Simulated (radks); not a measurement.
# Mg in [He] 2s2 2p5 3s2 3d1: an all-electron calculation

What are the levels of neutral magnesium, how large are its shells, and how does its energy divide?

Program: radks (a radial shooting solver on a logarithmic mesh, Libxc functionals) version 1. Level of theory: non-relativistic Kohn-Sham, PBE, spin-polarised, spherical densities, point nucleus; open shells are filled with parallel spins first. These are calculated values, not measurements, unless marked.

## (1) The atom as given

* element: magnesium (Z = 12)
* charge: 0
* electrons: 12
* configuration: [He] 2s2 2p5 3s2 3d1

The outer shells:

Mg
```
[He] core
2s [↑↓]
2p [↑↓][↑↓][↑ ]
3s [↑↓]
3d [↑ ][  ][  ][  ][  ]
```

## (2) The calculation

Settings of this run:

```text
Z 12
configuration [He] 2s2 2p5 3s2 3d1
relativity non-relativistic
functional pbe,pbe
spin polarised
nucleus point
```

Q: Predict the outcome of this run.

The runs gave:

```
                        quantity                   value
                    total energy      -197.89819 hartree
exchange-correlation share of it                  7.87 %
                            −T/E                  0.9983
          highest occupied level        3d up, -0.727 eV
    most extended occupied level  3d up, <r> = 7.96 bohr
 radius at density 0.001 e/bohr³               4.31 bohr
    maxima of the radial density                       2
```

**Reading.** 3 principal shells are occupied and 2 maxima appear in the radial density; where shells overlap, one shows as a shoulder or not at all. −T/E = 0.9983, near the virial value of 1. This is not the tabulated ground configuration, so its levels and sizes aren't those of the ground state, and no measured value stands beside it.
